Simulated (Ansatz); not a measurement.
# CuNi4: the cost of one run

Method: DFT PBE, scalar-relativistic, plane waves, PAW, in Ansatz 0.2.0.

3 further runs of the same task are left out: 1 that didn't finish, 2 set aside as unsound or not needed. Runs told in other sessions of the task aren't counted.

### Step 1. The system as given

It takes space group P6_3/mmc (No. 194, hexagonal). Conventional cell: a = 2.492 Å, b = 2.492 Å, c = 20.628 Å, α = 90.00°, β = 90.00°, γ = 120.00°. Cu (site symmetry -6m2) has 6 Cu at 2.49 Å and 6 Ni at 2.55 Å in its first shell of neighbours. Ni (site symmetry 3m) has 9 Ni at 2.49 Å and 3 Cu at 2.55 Å in its first shell of neighbours. Ni (site symmetry 3m) is surrounded by 12 Ni at 2.49 Å.

As a file:

```cif
data_structure
_symmetry_space_group_name_H-M 'P6_3/mmc'
_symmetry_Int_Tables_number 194
_cell_length_a 2.4923
_cell_length_b 2.4923
_cell_length_c 20.6282
_cell_angle_alpha 90.000
_cell_angle_beta 90.000
_cell_angle_gamma 120.000
_cell_volume 110.97
loop_
_atom_site_label
_atom_site_type_symbol
_atom_site_symmetry_multiplicity
_atom_site_Wyckoff_symbol
_atom_site_fract_x
_atom_site_fract_y
_atom_site_fract_z
_atom_site_occupancy
Cu1 Cu 2 c 0.66667 0.33333 0.75000 1
Ni1 Ni 4 f 0.66667 0.33333 0.14801 1
Ni2 Ni 4 f 0.66667 0.33333 0.54940 1
```

It is the end of an earlier relaxation with the same method, from a generated guess; it needn't be the stable form of this composition. At a tolerance of 0.05 Å it has space group P6_3/mmc (No. 194); it has 11.10 Å³/atom, an uncorrected energy of +0.03 eV/atom over the elements.

### Step 2. Static run: bands, density of states and charges

Input file input.yaml:

```yaml
crystal:
  lattice:
    - [2.4922848287, 0.0, 0.0]
    - [-1.2461424144, 2.1583819751, 0.0]
    - [0.0, 0.0, 20.628182]
  atoms:
    - { symbol: Cu, position: [0.6666666667, 0.3333333333, 0.75] }
    - { symbol: Cu, position: [0.3333333333, 0.6666666667, 0.25] }
    - { symbol: Ni, position: [0.6666666667, 0.3333333333, 0.148009], spin: 0.54 }
    - { symbol: Ni, position: [0.6666666667, 0.3333333333, 0.351991], spin: 0.54 }
    - { symbol: Ni, position: [0.6666666667, 0.3333333333, 0.549401], spin: 0.74 }
    - { symbol: Ni, position: [0.6666666667, 0.3333333333, 0.950599], spin: 0.74 }
    - { symbol: Ni, position: [0.3333333333, 0.6666666667, 0.049401], spin: 0.74 }
    - { symbol: Ni, position: [0.3333333333, 0.6666666667, 0.450599], spin: 0.74 }
    - { symbol: Ni, position: [0.3333333333, 0.6666666667, 0.648009], spin: 0.54 }
    - { symbol: Ni, position: [0.3333333333, 0.6666666667, 0.851991], spin: 0.54 }
basis:
  ecutwfc: 420
kpoints:
  mp_grid: { grid: [18, 18, 2] }
  band_path:
    path:
      - [[0.0, 0.0, 0.0], [0.5, 0.0, 0.0], [0.33333333, 0.33333333, 0.0], [0.0, 0.0, 0.0], [0.0, 0.0, 0.5], [0.5, 0.0, 0.5], [0.33333333, 0.33333333, 0.5], [0.0, 0.0, 0.5]]
      - [[0.5, 0.0, 0.5], [0.5, 0.0, 0.0]]
      - [[0.33333333, 0.33333333, 0.5], [0.33333333, 0.33333333, 0.0]]
    npoints: 14
hamiltonian:
  xc: pbe
scf:
  occupations: { method: gaussian, width: 0.1 }
  n_extra_bands: 25
output:
  forces: true
  stress: true
  eigenvalues: true
  populations: true
  dos: { projected: true, de: 0.02, nscf_kmesh: { grid: [22, 22, 3] } }
  bader: true
  write_density: true
  write_potential: true
  elf: true
  volumetric_format: npy
magnetization:
  spin_polarized: true
checkpoint:
  read: start.run
  write: ck
  compress: false
  write_wavefunctions: false
  write_every: 100000
```

The run is started by

```bash
$ ansatz run input.yaml --threads 4 --pin off --max-ram 8192MiB --backend cpu --events-out ev --progress --plain --runs-dir out
```

**Question.** How long does this run take on 4 threads of Arm Neoverse V1, shared host, and how much memory does it need?

About 2.2 min, with a peak of 1.7 GiB.
